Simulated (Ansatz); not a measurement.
# Cl₂F₃HSi₂: ionisation energy by level of theory

An exercise on one series of results from a longer session: the logs are not shown, and one member is left open.

Program: Ansatz 0.2.0, Gaussian basis. Level of theory: unrestricted cation, the program's frozen cores in correlated methods. These are calculated values, not measurements.

Plan: UKS PBE-D4/def2-TZVPP; UKS r2SCAN-D4/def2-TZVPP; UKS PBE0-D4/def2-TZVPP; UKS B3LYP-D4/def2-TZVPP; UKS wB97X-V/def2-TZVPP; UKS wB97M-V/def2-TZVPP; UKS B2PLYP/def2-TZVPP; UHF-CCSD(T)/def2-TZVPP; UHF-MP2/def2-QZVPP; extrapolation to the limit; then −ε(HOMO) from the neutral's earlier runs with LDA (SPW92), PBE-D4, revPBE-D4, BLYP-D4, r2SCAN-D4, B97M-V, PBE0-D4, B3LYP-D4, r2SCANh-D4, r2SCAN0-D4, HSE06-D4, BHLYP-D4, CAM-B3LYP-D4, LC-ωPBE, ωB97X-V, ωB97M-V.

**The geometry**

The geometry comes from an earlier relaxation with PBE0-D4 in a triple-zeta def2 set; it is a stationary point, not always the lowest conformer.

SMILES `F[Si](F)(F)[SiH](Cl)Cl`, 8 atoms, charge 0, spin multiplicity 1.

Atoms are counted from 1 here; the program's logs count them from 0.

Bond lengths: F1–Si2 1.578 Å, Si2–F3 1.576 Å, Si2–F4 1.578 Å, Si2–Si5 2.334 Å, Si5–Cl6 2.040 Å, Si5–Cl7 2.040 Å, Si5–H8 1.478 Å. Angles: F1–Si2–F3 107.9°, F1–Si2–F4 107.5°, F1–Si2–Si5 111.2°, F3–Si2–F4 107.9°, F3–Si2–Si5 111.1°, F4–Si2–Si5 111.2°, Si2–Si5–Cl6 107.8°, Si2–Si5–Cl7 107.8°, Si2–Si5–H8 113.3°, Cl6–Si5–Cl7 110.6°, Cl6–Si5–H8 108.7°, Cl7–Si5–H8 108.7°.

The first run:

Input file in.yaml:

```yaml
crystal:
  periodic: [false, false, false]
  atoms:
    - {symbol: F, position_ang: [0.671874, -1.093906, 1.925900]}
    - {symbol: Si, position_ang: [0.859506, -0.726712, 0.402624]}
    - {symbol: F, position_ang: [2.234477, 0.029156, 0.253046]}
    - {symbol: F, position_ang: [0.960268, -2.079427, -0.403838]}
    - {symbol: Si, position_ang: [-0.908657, 0.586037, -0.371590]}
    - {symbol: Cl, position_ang: [-0.937225, 2.304468, 0.728180]}
    - {symbol: Cl, position_ang: [-0.563625, 0.998463, -2.339882]}
    - {symbol: H, position_ang: [-2.224417, -0.075180, -0.250341]}
basis:
  gaussian: {orbitals: def2-TZVPP}
total_charge: 1
magnetization: {spin_polarized: true, initial_magnetization: 1}
hamiltonian: {xc: pbe, dispersion: d4}
```

The run is started by

```bash
> ansatz run in.yaml --threads 2 --pin off --events-out ev --progress --plain --max-ram 32768MiB --backend cuda --devices 0, --max-vram 18GiB
```

Among the steps run: Cation, UKS PBE-D4/def2-TZVPP; Cation, UKS r2SCAN-D4/def2-TZVPP; Cation, UKS PBE0-D4/def2-TZVPP; Cation, UKS B3LYP-D4/def2-TZVPP; Cation, UKS wB97X-V/def2-TZVPP; Cation, UKS wB97M-V/def2-TZVPP; Cation, UKS B2PLYP (frozen core)/def2-TZVPP; Cation, UHF-CCSD(T)/def2-TZVPP; Cation, UHF-MP2/def2-QZVPP.

One table of the session follows, with a row left open; its other results are not shown here.

Orbital estimates, from the neutral's runs:

| functional | −ε(HOMO) (eV) |
| --- | --- |
| LDA (SPW92) | 7.78 |
| PBE-D4 | 7.65 |
| revPBE-D4 | 7.59 |
| BLYP-D4 | 7.53 |
| r2SCAN-D4 | 7.98 |
| B97M-V | 8.05 |
| PBE0-D4 | 8.98 |
| B3LYP-D4 | 8.77 |
| r2SCANh-D4 | 8.46 |
| r2SCAN0-D4 | 9.19 |
| HSE06-D4 | 8.58 |
| BHLYP-D4 | 10.23 |
| CAM-B3LYP-D4 | 10.33 |
| LC-ωPBE | 11.64 |
| ωB97X-V | ? |
| ωB97M-V | 11.07 |

**Question.** Estimate the row for ωB97X-V.

**Answer.** −ε(HOMO) (eV): 11.30. In the column «−ε(HOMO) (eV)» it lies between ωB97M-V (11.07) and LC-ωPBE (11.64).
